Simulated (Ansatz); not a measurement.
# GaC (quartet): the correlation ladder at distance C1–Ga2 = 6.847 Å, cc-pVDZ

How much of the correlation energy of GaC (quartet) does each wave-function method recover here?

Method: cc-pVDZ, core rule «outside noble gas», up to 15 orbitals frozen; program: Ansatz 0.2.0, Gaussian basis.

Plan: UHF; CCSD(T) on ROHF; CCSD(T) on UHF; BCCD(T) on ROHF; CISD; CCSDT(Q) on ROHF; CCSDT(Q) on UHF; CASSCF and MRCISD+Q, 5 electrons in 5 orbitals; CASSCF and NEVPT2, 5 electrons in 5 orbitals; CASSCF and MRCISD+Q, 7 electrons in 8 orbitals; CASSCF and NEVPT2, 7 electrons in 8 orbitals; Full CI.

21 further runs of the same task are left out: 2 for a known fault of the program, 15 that didn't finish, 4 set aside as unsound or not needed.

**1. The geometry**

The geometry derives from a PBE0/def2-TZVP stationary point (not a proven minimum). One bond is set to the value named and the two fragments are kept rigid. No spin-orbit coupling is included. The filled d shell of Ga may be among the frozen orbitals whatever the setting's name suggests; the logs give the count.

2 atoms, charge 0, spin multiplicity 4.

Atoms are counted from 1 here; the program's logs count them from 0.

No contacts short enough for the rule that draws bonds.

**2. UHF**

Input file in.yaml:

```yaml
crystal:
  periodic: [false, false, false]
  atoms:
    - {symbol: C, position_ang: [0.000000, 0.000000, 0.000000]}
    - {symbol: Ga, position_ang: [0.000000, 0.000000, 6.847000]}
basis:
  gaussian: {orbitals: cc-pVDZ}
magnetization: {spin_polarized: true, initial_magnetization: 3}
hamiltonian: {xc: hf}
output: {orbitals: {seedname: orbitals}}
```

Command:

```console
> ansatz run in.yaml --threads 1 --pin off --events-out ev --progress --plain --max-ram 2393MiB
```

The runs that follow: CCSD(T) on ROHF; CCSD(T) on UHF; BCCD(T) on ROHF; CISD; CCSDT(Q) on ROHF; CCSDT(Q) on UHF; CASSCF and MRCISD+Q, 5 electrons in 5 orbitals; CASSCF and NEVPT2, 5 electrons in 5 orbitals; CASSCF and MRCISD+Q, 7 electrons in 8 orbitals; CASSCF and NEVPT2, 7 electrons in 8 orbitals; Full CI.

Q: Predict the results of all the runs planned. Wanted: FCI below the RHF energy; RMP2 from FCI; UMP2 from FCI; RCCSD from FCI; RCCSD(T) from FCI; UCCSD(T) from FCI; RCCSDT(Q) from FCI; UCCSDT(Q) from FCI; NEVPT2 pair from FCI.

**Answer**, as computed:

```
                         quantity                                                              value
         FCI below the RHF energy                                                         -3.4101 eV
                    RMP2 from FCI                                                    +23.92 kcal/mol
                    UMP2 from FCI                                                    +23.58 kcal/mol
                   RCCSD from FCI                                                     +1.35 kcal/mol
                RCCSD(T) from FCI                                                     +0.38 kcal/mol
                UCCSD(T) from FCI                                                     +0.27 kcal/mol
               RCCSDT(Q) from FCI                                                     +0.01 kcal/mol
               UCCSDT(Q) from FCI                                                     -0.09 kcal/mol
             NEVPT2 pair from FCI                                                    +18.31 kcal/mol
           MRCISD+Q pair from FCI                                                     -1.39 kcal/mol
levels within 1 kcal/mol (43 meV)  RCCSD(T), UCCSD(T), BCCD(T), RCCSDT, UCCSDT, RCCSDT(Q), UCCSDT(Q)
                    T1 diagnostic                                                              0.019
   effectively unpaired electrons                                                               3.18
```

What this shows: RCCSD(T) lands +0.38 kcal/mol from the yardstick (0.5 % of the correlation energy). UCCSDT, UCCSDT(Q), MRCISD+Q pair fall below full CI: unrestricted runs freeze a spin-polarised core, another one than full CI's, and coupled cluster isn't variational. One determinant dominates. Of the multireference levels listed MRCISD+Q pair comes nearest in total energy (-1.39 kcal/mol), which doesn't show that its space is the better one. These misses are within one basis, not against nature; the frozen cores of restricted and unrestricted runs differ, which can shift their rows.
